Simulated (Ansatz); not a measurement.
# C2H6ClFOSi: the cost of one run

Program: Ansatz 0.2.0. Level of theory: RKS PBE0-D4/def2-SVP. These are calculated values, not measurements.

**1. Starting point**

Bond lengths: O1–C2 1.385 Å, C2–Si3 1.870 Å, Si3–C4 1.794 Å, C4–F5 1.378 Å, C4–Cl6 1.750 Å, O1–H7 0.936 Å, C2–H8 1.098 Å, C2–H9 1.116 Å, Si3–H10 1.520 Å, Si3–H11 1.524 Å, C4–H12 1.150 Å. Angles (14 of 19 angles, heavy atoms first): O1–C2–Si3 117.3°, C2–Si3–C4 113.1°, Si3–C4–F5 110.9°, Si3–C4–Cl6 113.9°, F5–C4–Cl6 111.0°, O1–C2–H8 109.8°, O1–C2–H9 105.1°, Si3–C2–H8 106.8°, Si3–C2–H9 108.1°, C2–O1–H7 110.8°, C2–Si3–H10 107.8°, C2–Si3–H11 108.6°, C4–Si3–H10 110.5°, C4–Si3–H11 112.8°.

Structure file:

```xyz
12

O    -1.4698   -1.3787    0.6877
C    -0.1251   -1.3189    0.3631
Si    0.6817    0.3681    0.3617
C    -0.0243    1.4842   -0.8518
F     0.0338    0.9382   -2.1157
Cl    0.6742    3.0891   -0.8306
H    -1.7751   -2.2638    0.6776
H     0.0368   -1.7490   -0.6336
H     0.3878   -1.9470    1.1300
H     2.1668    0.1722    0.1042
H     0.6359    0.9309    1.7772
H    -1.1457    1.6196   -0.6357
```

**2. End point A**

input.yaml

```yaml
crystal:
  periodic: [false, false, false]
  atoms:
    - { symbol: O, position_ang: [-1.4698, -1.3787, 0.6877] }
    - { symbol: C, position_ang: [-0.1251, -1.3189, 0.3631] }
    - { symbol: Si, position_ang: [0.6817, 0.3681, 0.3617] }
    - { symbol: C, position_ang: [-0.0243, 1.4842, -0.8518] }
    - { symbol: F, position_ang: [0.0338, 0.9382, -2.1157] }
    - { symbol: Cl, position_ang: [0.6742, 3.0891, -0.8306] }
    - { symbol: H, position_ang: [-1.7751, -2.2638, 0.6776] }
    - { symbol: H, position_ang: [0.0368, -1.749, -0.6336] }
    - { symbol: H, position_ang: [0.3878, -1.947, 1.13] }
    - { symbol: H, position_ang: [2.1668, 0.1722, 0.1042] }
    - { symbol: H, position_ang: [0.6359, 0.9309, 1.7772] }
    - { symbol: H, position_ang: [-1.1457, 1.6196, -0.6357] }
basis:
  gaussian: { orbitals: def2-SVP }
hamiltonian:
  xc: pbe0
  dispersion: d4
relax:
  f_tol: 0.015
  max_steps: 40
```

Command:

```
ansatz run input.yaml --threads 2 --pin off --max-ram 3072MiB --backend cpu --events-out ev --progress --plain --runs-dir out
```

What time and memory should one allow on 2 threads of Arm Neoverse V2, shared host?

About 31 s, with a peak of 0.3 GiB.
